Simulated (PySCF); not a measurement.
# MoNH2SClO (SMILES [NH2][Mo](=[O])(=[S])[Cl]) at 6 levels

We compute a comparison of 6 runs (HF/STO-3G, HF/3-21G, CAM-B3LYP/STO-3G, PBE0/def2-SVP, M06-2X/def2-TZVP, MP2/3-21G) of MoNH2SClO. 

The results are computed with PySCF 2.14.0.

### 1 The structure to begin with

MoNH2SClO: 7 atoms, total charge 0, spin state singlet. SMILES: `[NH2][Mo](=[O])(=[S])[Cl]`. The coordinates come from a PBE0-D4/def2-TZVP relaxation. This is one conformer, not always the lowest.

Bond lengths: N1–Mo2 1.906 Å, Mo2–O3 1.666 Å, Mo2–S4 2.107 Å, Mo2–Cl5 2.259 Å, N1–H6 1.010 Å, N1–H7 1.010 Å. Angles: N1–Mo2–O3 108.2°, N1–Mo2–S4 108.3°, N1–Mo2–Cl5 110.2°, O3–Mo2–S4 110.9°, O3–Mo2–Cl5 109.6°, S4–Mo2–Cl5 109.7°, Mo2–N1–H6 124.6°, Mo2–N1–H7 122.2°, H6–N1–H7 112.0°.

### 2 Energy and forces at HF/STO-3G (run 1)

run.py

```python
import pyscf.grad
from pyscf import gto

mol = gto.Mole()
mol.atom = [
    ('N', (-0.726200, 0.693000, 0.651800)),
    ('Mo', (0.482700, -0.414900, -0.319200)),
    ('O', (1.677900, -0.920100, 0.726300)),
    ('S', (-0.593600, -2.059200, -1.079200)),
    ('Cl', (1.408100, 0.744800, -2.023300)),
    ('H', (-1.719100, 0.749200, 0.476900)),
    ('H', (-0.468700, 1.139200, 1.521100)),
]
mol.spin = 0
mol.max_memory = 1860
mol.verbose = 4
mol.basis = 'sto-3g'
mol.build()

mf = mol.RHF()
mf.conv_tol = 1e-10
mf.kernel()
if not mf.converged:
    mf = mf.newton().run(mf.mo_coeff, mf.mo_occ)

energy = mf.e_tot
print('Final energy', energy)
grad = mf.Gradients().kernel()
dip = mf.dip_moment()
pop, q = mf.mulliken_pop()
```

On the command line:

```bash
$ OMP_NUM_THREADS=1 python run.py
```

The program printed:

```text
PySCF version 2.14.0

[... 75 lines left out ...]
converged SCF energy = -4912.64550232383
Final energy -4912.645502323829
[... 13 lines left out ...]
Dipole moment(X, Y, Z, Debye): -2.36521,  0.35250,  2.69255
[... 65 lines left out ...]
charge of    6H =      0.18496
```

Run time: 9.6 s. Hardware: 1 thread of Intel Xeon at 2.70GHz, shared host; peak memory 0.13 GiB.

### 3 Energy and gradient at HF/3-21G (run 2)

run.py

```python
# [NH2][Mo](=[O])(=[S])[Cl]
import pyscf.grad
from pyscf import gto

molecule = gto.Mole()
molecule.atom = [
    ('N', (-0.726200, 0.693000, 0.651800)),
    ('Mo', (0.482700, -0.414900, -0.319200)),
    ('O', (1.677900, -0.920100, 0.726300)),
    ('S', (-0.593600, -2.059200, -1.079200)),
    ('Cl', (1.408100, 0.744800, -2.023300)),
    ('H', (-1.719100, 0.749200, 0.476900)),
    ('H', (-0.468700, 1.139200, 1.521100)),
]
molecule.basis = '3-21g'
molecule.max_memory = 1860
molecule.verbose = 4
molecule.build()

calc0 = molecule.RHF()
calc0.conv_tol = 1e-10
calc0.kernel()
if not calc0.converged:
    calc0 = calc0.newton().run(calc0.mo_coeff, calc0.mo_occ)

e_final = calc0.e_tot
print('E = %.10f Eh' % e_final)
grad = calc0.Gradients().kernel()
dip = calc0.dip_moment()
pop, q = calc0.mulliken_pop()
```

On the command line:

```bash
$ OMP_NUM_THREADS=1 python run.py
```

The program printed:

```text
PySCF version 2.14.0

[... 77 lines left out ...]
converged SCF energy = -4939.21194260968
[... 14 lines left out ...]
Dipole moment(X, Y, Z, Debye): -3.21132,  1.90698,  2.95131
[... 92 lines left out ...]
charge of    6H =      0.38862
```

Run time: 12 s. Hardware: 1 thread of Intel Xeon at 2.70GHz, shared host; peak memory 0.17 GiB.

Run 3 isn't shown in full; the table further down has it.

### 4 Energy and forces at PBE0/def2-SVP (core potential) (run 4)

input.py

```python
from pyscf import gto, dft

mol = gto.M(
    atom='''
N     -0.726200     0.693000     0.651800
Mo     0.482700    -0.414900    -0.319200
O      1.677900    -0.920100     0.726300
S     -0.593600    -2.059200    -1.079200
Cl     1.408100     0.744800    -2.023300
H     -1.719100     0.749200     0.476900
H     -0.468700     1.139200     1.521100
''',
    verbose=4,
    max_memory=1860,
    basis='def2-svp',
    ecp={'Mo': 'def2-svp'},
    spin=0,
    charge=0,
)

mf = dft.RKS(mol)
mf.xc = 'pbe0'
mf.conv_tol = 1e-10
mf.grids.level = 5
mf.kernel()
if not mf.converged:
    mf = mf.newton().run(mf.mo_coeff, mf.mo_occ)

e_tot = mf.e_tot
print('Final energy', e_tot)
grad = mf.nuc_grad_method().kernel()
dip = mf.dip_moment()
pop, q = mf.mulliken_pop()
```

On the command line:

```bash
$ OMP_NUM_THREADS=1 python input.py
```

The program printed:

```text
PySCF version 2.14.0

[... 80 lines left out ...]
converged SCF energy = -1057.12218253369
Final energy -1057.12218253369
[... 14 lines left out ...]
Dipole moment(X, Y, Z, Debye): -2.50652,  2.34774,  1.82147
[... 113 lines left out ...]
charge of    6H =      0.18440
```

Run time: 80 s. Hardware: 1 thread of Intel Xeon at 2.70GHz, shared host; peak memory 1 GiB.

Run 5 isn't shown in full; the table further down has it.

### 5 Energy and gradient at MP2/3-21G (run 6)

run.py

```python
from pyscf import gto, mp

mol = gto.M(
    atom=[
    ('N', (-0.726200, 0.693000, 0.651800)),
    ('Mo', (0.482700, -0.414900, -0.319200)),
    ('O', (1.677900, -0.920100, 0.726300)),
    ('S', (-0.593600, -2.059200, -1.079200)),
    ('Cl', (1.408100, 0.744800, -2.023300)),
    ('H', (-1.719100, 0.749200, 0.476900)),
    ('H', (-0.468700, 1.139200, 1.521100)),
],
    basis='3-21g',
    max_memory=1860,
    charge=0,
    verbose=3,
)

mf = mol.RHF()
mf.conv_tol = 1e-10
mf.kernel()
if not mf.converged:
    mf = mf.newton().run(mf.mo_coeff, mf.mo_occ)

pt = mp.MP2(mf, frozen=26).run()
e_tot = pt.e_tot
print('Final energy', e_tot)
grad = pt.nuc_grad_method().kernel()
mf.analyze()
```

On the command line:

```bash
$ OMP_NUM_THREADS=1 python run.py
```

The program printed:

```text
converged SCF energy = -4939.21194260968
[... 17 lines left out ...]
MO #4   energy= -94.359859628892   occ= 2
[... 9 lines left out ...]
MO #14  energy= -10.5018807794915  occ= 2
[... 9 lines left out ...]
MO #24  energy= -6.6229875776843   occ= 2
[... 9 lines left out ...]
MO #34  energy= -0.938423347301152 occ= 2
[... 9 lines left out ...]
MO #44  energy= -0.445858541021021 occ= 2
[... 9 lines left out ...]
MO #54  energy= 0.0930853527758178 occ= 0
[... 9 lines left out ...]
MO #64  energy= 0.732299762400975  occ= 0
[... 9 lines left out ...]
MO #74  energy= 1.21786809317603   occ= 0
[... 9 lines left out ...]
MO #84  energy= 3.12413277663081   occ= 0
[... 8 lines left out ...]
Dipole moment(X, Y, Z, Debye): -3.21132,  1.90698,  2.95131
```

Run time: 22 s. Hardware: 1 thread of Intel Xeon at 2.70GHz, shared host; peak memory 0.77 GiB.

### 6 The series

| run | level | integration grid | core potential | energy (Eh) | dipole moment (D) of the reference | HOMO energy (eV) | LUMO energy (eV) | wall time |
| --- | --- | --- | --- | --- | --- | --- | --- | --- |
| 1 | HF/STO-3G | – | – | -4912.645502 | 3.60 | -7.35 | 3.86 | 9.6 s |
| 2 | HF/3-21G | – | – | -4939.211943 | 4.76 | -10.96 | -1.01 | 12 s |
| 3 | CAM-B3LYP/STO-3G | 5 | – | -4916.447612 | 3.80 | -5.53 | 1.92 | 70 s |
| 4 | PBE0/def2-SVP (core potential) | 5 | def2-svp | -1057.122183 | 3.89 | -7.84 | -3.02 | 80 s |
| 5 | M06-2X/def2-TZVP (core potential) | 5 | def2-svp | -1057.818285 | 3.66 | -9.07 | -2.27 | 4.9 min |
| 6 | MP2/3-21G | – | – | -4939.943476 | 4.76 | -10.96 | -1.01 | 22 s |

### 7 Results

| quantity | value |
| --- | --- |
| run 6: total energy | -4939.94348 Eh |
| run 6: dipole moment (Hartree–Fock density) | 4.76 D |
| run 6: HOMO energy (Hartree–Fock orbitals) | -10.96 eV |
| run 6: LUMO energy (Hartree–Fock orbitals) | -1.01 eV |
| run 6: HOMO–LUMO gap (Hartree–Fock orbitals) | 9.95 eV |
| run 6: correlation energy (26 core orbitals frozen) | -731.5 mEh |
| run 6: largest force on an atom | 6.976 eV/Å |

What this shows: Over runs 1, 2, 3, 4, 5 the dipole moment (its size) runs from 3.60 D (HF/STO-3G) to 4.76 D (HF/3-21G). Over runs 1, 2, 3, 4, 5 the HOMO–LUMO gap runs from 4.82 eV (PBE0/def2-SVP) to 11.22 eV (HF/STO-3G). The two ends differ in method and basis and core potential. Totals of different functionals can't be ranked against each other. Some runs of one species differ in core potentials or relativity; totals across that change don't compare. In runs 1, 3 the basis is minimal, so the values are rough. In runs 1, 2, 3, 6 relativity is left out where basis or elements ask for it. All runs together took 8.1 min, the longest 4.9 min.
